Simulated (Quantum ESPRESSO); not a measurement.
The system is AlSn.

```
Sn Al
1.0
     4.19811    0.00000    0.00000
    -2.09905    3.63567    0.00000
     0.00000    0.00000    3.30685
Sn Al
1 1
Direct
  0.33333 0.66667 0.50000
  0.00000 0.00000 0.00000
```

The cell comes from a database or a generator and needn't be the stable form of this composition.

Base run:

- Program: Quantum ESPRESSO 7.5
- Functional: PBE
- Potentials or basis: SSSP 1.3 efficiency PBE
- Cutoff: 816 eV
- Density cutoff: 6531 eV
- k mesh: 7 × 7 × 8
- Occupations: fermi-dirac, width 0.05 eV
- Spin: no spin polarisation

Its results: band gap on the k mesh none (metal or under the smearing width); pressure 0.3 GPa.

Question: The run is repeated on the same cell with these changes: functional from PBE to PBEsol; potentials or basis from SSSP 1.3 efficiency PBE to GBRV 1.5 PBEsol; cutoff from 816 eV to 925 eV; density cutoff from 6531 eV to 7401 eV. What comes out?

Answer: Band gap on the k mesh none (metal or under the smearing width); pressure -2.0 GPa.

Caveats: some levels on the path didn't converge (some runs).

Not every run made on this cell is shown here.
